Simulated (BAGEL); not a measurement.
**HF/6-31G(d) (density fitting with qzvpp-jkfit, spherical functions) run of C2H7BO (SMILES [H]B([H])OCC)**

What is the energy change on altering one bond length of C2H7BO at HF/6-31G* (density fitting with qzvpp-jkfit, spherical functions)? 

The calculation is run with BAGEL 1.2.2.

1 further run of the same task is left out (it didn't finish).

## (1) The structure to begin with

C2H7BO has 11 atoms, charge 0, and is taken as a singlet. As SMILES, `[H]B([H])OCC`. The shape is that of a GFN2-xTB optimisation. This is one conformer, not always the lowest.

Bond lengths: B1–O4 1.321 Å, O4–C5 1.410 Å, C5–C6 1.525 Å, B1–H2 1.183 Å, B1–H3 1.172 Å, C5–H7 1.098 Å, C5–H8 1.096 Å, C6–H9 1.086 Å, C6–H10 1.087 Å, C6–H11 1.088 Å. Some angles: B1–O4–C5 124.6°, O4–C5–C6 110.4°, H2–B1–O4 122.4°, H3–B1–O4 115.6°, O4–C5–H7 110.4°, O4–C5–H8 107.1°, C6–C5–H7 109.9°, C6–C5–H8 110.1°, C5–C6–H9 110.0°, C5–C6–H10 110.1°.

## (2) The energy at HF/6-31G(d) (density fitting with qzvpp-jkfit, spherical functions)

The input, calc.json:

```json
{ "bagel" : [

{
  "title" : "molecule",
  "basis" : "6-31gs.json",
  "df_basis" : "qzvpp-jkfit",
  "angstrom" : true,
  "geometry" : [
    { "atom" : "B", "xyz" : [    0.896900,    1.425140,   -0.951480 ] },
    { "atom" : "H", "xyz" : [    1.980190,    1.037980,   -0.673950 ] },
    { "atom" : "H", "xyz" : [    0.716970,    2.208590,   -1.803920 ] },
    { "atom" : "O", "xyz" : [   -0.186370,    1.015150,   -0.316460 ] },
    { "atom" : "C", "xyz" : [   -0.193750,    0.056680,    0.717520 ] },
    { "atom" : "C", "xyz" : [   -0.699100,   -1.283870,    0.195040 ] },
    { "atom" : "H", "xyz" : [    0.813470,   -0.061360,    1.137580 ] },
    { "atom" : "H", "xyz" : [   -0.863710,    0.431950,    1.499810 ] },
    { "atom" : "H", "xyz" : [   -0.732350,   -2.008520,    1.003870 ] },
    { "atom" : "H", "xyz" : [   -1.696180,   -1.170730,   -0.222880 ] },
    { "atom" : "H", "xyz" : [   -0.036080,   -1.651000,   -0.585120 ] }
  ]
},
{
  "title" : "hf"
},
{
  "title" : "print",
  "file" : "orbitals.molden",
  "orbitals" : true
}

]}
```

The basis set 6-31G* is read from a file made from the Basis Set Exchange's data (not shown).

Launch:

```sh
$ BAGEL_NUM_THREADS=1 BAGEL calc.json > calc.out
```

Log:

```text
* using 1 threads per process

  ===============================================================
  ===============================================================

  *** Geometry ***

  { "atom" : "B", "xyz" : [      1.694895,      2.693124,     -1.798037 ] },
  { "atom" : "H", "xyz" : [      3.742017,      1.961498,     -1.273581 ] },
  { "atom" : "H", "xyz" : [      1.354877,      4.173630,     -3.408915 ] },
  { "atom" : "O", "xyz" : [     -0.352188,      1.918355,     -0.598023 ] },
  { "atom" : "C", "xyz" : [     -0.366134,      0.107110,      1.355916 ] },
  { "atom" : "C", "xyz" : [     -1.321108,     -2.426163,      0.368572 ] },
  { "atom" : "H", "xyz" : [      1.537236,     -0.115954,      2.149715 ] },
  { "atom" : "H", "xyz" : [     -1.632175,      0.816267,      2.834230 ] },
  { "atom" : "H", "xyz" : [     -1.383941,     -3.795553,      1.897039 ] },
  { "atom" : "H", "xyz" : [     -3.205316,     -2.212359,     -0.421182 ] },
  { "atom" : "H", "xyz" : [     -0.068181,     -3.119938,     -1.105717 ] },

  Number of auxiliary basis functions:      428

  Since a DF basis is specified, we compute 2- and 3-index integrals:
    o Being stored without compression. Storage requirement is 0.017 GB

  Number of basis functions:       70
  Number of electrons      :       32

    * METHOD: MOLECULE                             0.14

  *** RHF ***

  === Nuclear Repulsion ===
   119.0190877710

      * DIIS with orbital gradients will be used.

  === RHF iteration (6-31gs.json) ===
      0       -179.22694054          0.02067657           0.03
      1       -179.33701144          0.01245211           0.02
      2       -179.38198974          0.00220252           0.03
      3       -179.38387656          0.00042115           0.02
      4       -179.38394967          0.00008213           0.02
      5       -179.38395332          0.00001673           0.02
      6       -179.38395352          0.00000561           0.03
      7       -179.38395354          0.00000146           0.03
      8       -179.38395354          0.00000045           0.02
      9       -179.38395354          0.00000015           0.03
     10       -179.38395354          0.00000005           0.02
     11       -179.38395354          0.00000002           0.02
     12       -179.38395354          0.00000000           0.02
    * SCF iteration converged.

    * Permanent dipole moment:
           (   -0.033323,     0.508451,    -0.475583) a.u.

    * METHOD: HF                                   0.41

    * METHOD: PRINT                                0.01

  ===============================================================
```

Wall time 0.77 s (1 thread of AMD EPYC 9R45 (Zen 5), shared host); peak memory 0.089 GiB.

## (3) The distorted shape

The input, job.json:

```json
{ "bagel" : [

{
  "title" : "molecule",
  "basis" : "6-31gs.json",
  "df_basis" : "qzvpp-jkfit",
  "angstrom" : true,
  "geometry" : [
    { "atom" : "B", "xyz" : [       0.745834,       1.442844,      -1.014482 ] },
    { "atom" : "H", "xyz" : [       1.829124,       1.055684,      -0.736952 ] },
    { "atom" : "H", "xyz" : [       0.565904,       2.226294,      -1.866922 ] },
    { "atom" : "O", "xyz" : [      -0.337436,       1.032854,      -0.379462 ] },
    { "atom" : "C", "xyz" : [      -0.344816,       0.074384,       0.654518 ] },
    { "atom" : "C", "xyz" : [      -0.850166,      -1.266166,       0.132038 ] },
    { "atom" : "H", "xyz" : [       0.813470,      -0.061360,       1.137580 ] },
    { "atom" : "H", "xyz" : [      -1.014776,       0.449654,       1.436808 ] },
    { "atom" : "H", "xyz" : [      -0.883416,      -1.990816,       0.940868 ] },
    { "atom" : "H", "xyz" : [      -1.847246,      -1.153026,      -0.285882 ] },
    { "atom" : "H", "xyz" : [      -0.187146,      -1.633296,      -0.648122 ] }
  ]
},

{ "title" : "hf" },

{ "title" : "print", "file" : "orbitals.molden", "orbitals" : true }

]}
```

The basis set 6-31G* is read from a file made from the Basis Set Exchange's data (not shown).

Launch:

```sh
$ BAGEL_NUM_THREADS=1 BAGEL job.json > job.out
```

Log:

```text
* using 1 threads per process

  ===============================================================
  ===============================================================

  *** Geometry ***

  { "atom" : "B", "xyz" : [      1.409422,      2.726580,     -1.917093 ] },
  { "atom" : "H", "xyz" : [      3.456543,      1.994954,     -1.392637 ] },
  { "atom" : "H", "xyz" : [      1.069404,      4.207086,     -3.527971 ] },
  { "atom" : "O", "xyz" : [     -0.637662,      1.951811,     -0.717079 ] },
  { "atom" : "C", "xyz" : [     -0.651608,      0.140565,      1.236860 ] },
  { "atom" : "C", "xyz" : [     -1.606581,     -2.392707,      0.249516 ] },
  { "atom" : "H", "xyz" : [      1.537236,     -0.115954,      2.149715 ] },
  { "atom" : "H", "xyz" : [     -1.917649,      0.849723,      2.715174 ] },
  { "atom" : "H", "xyz" : [     -1.669414,     -3.762097,      1.777983 ] },
  { "atom" : "H", "xyz" : [     -3.490789,     -2.178903,     -0.540239 ] },
  { "atom" : "H", "xyz" : [     -0.353655,     -3.086482,     -1.224773 ] },

  Number of auxiliary basis functions:      428

  Since a DF basis is specified, we compute 2- and 3-index integrals:
    o Being stored without compression. Storage requirement is 0.017 GB

  Number of basis functions:       70
  Number of electrons      :       32

    * METHOD: MOLECULE                             0.13

  *** RHF ***

  === Nuclear Repulsion ===
   118.3718089946

      * DIIS with orbital gradients will be used.

  === RHF iteration (6-31gs.json) ===
      0       -179.20953997          0.02075640           0.02
      1       -179.32014338          0.01265063           0.02
      2       -179.36678605          0.00220989           0.02
      3       -179.36873647          0.00043693           0.02
      4       -179.36881811          0.00009037           0.02
      5       -179.36882299          0.00002029           0.02
      6       -179.36882331          0.00000698           0.02
      7       -179.36882334          0.00000192           0.02
      8       -179.36882335          0.00000059           0.02
      9       -179.36882335          0.00000019           0.02
     10       -179.36882335          0.00000006           0.02
     11       -179.36882335          0.00000003           0.02
     12       -179.36882335          0.00000001           0.02
    * SCF iteration converged.

    * Permanent dipole moment:
           (    0.025111,     0.501503,    -0.430024) a.u.

    * METHOD: HF                                   0.38

    * METHOD: PRINT                                0.01

  ===============================================================
```

Wall time 0.72 s (1 thread of AMD EPYC 9R45 (Zen 5), shared host).

## (4) Summary of results

At HF/6-31G* (density fitting with qzvpp-jkfit, spherical functions):

| quantity | value |
| --- | --- |
| first shape: total energy | -179.38395 Eh |
| first shape: dipole moment | 1.77 D |
| first shape: HOMO energy | -12.08 eV |
| first shape: LUMO energy | 4.23 eV |
| first shape: HOMO–LUMO gap | 16.31 eV |
| distorted shape: total energy | -179.36882 Eh |
| distorted shape: dipole moment | 1.68 D |
| distorted shape: HOMO energy | -12.06 eV |
| distorted shape: LUMO energy | 4.20 eV |
| distorted shape: HOMO–LUMO gap | 16.26 eV |
| energy change with the C5–H7 bond stretched from 1.098 to 1.262 Å | 0.412 eV |

What this shows: With the C5–H7 bond stretched from 1.098 to 1.262 Å the energy rises by 0.41 eV (39.7 kJ/mol). The first shape isn't relaxed at this level, so the change isn't measured from a minimum.
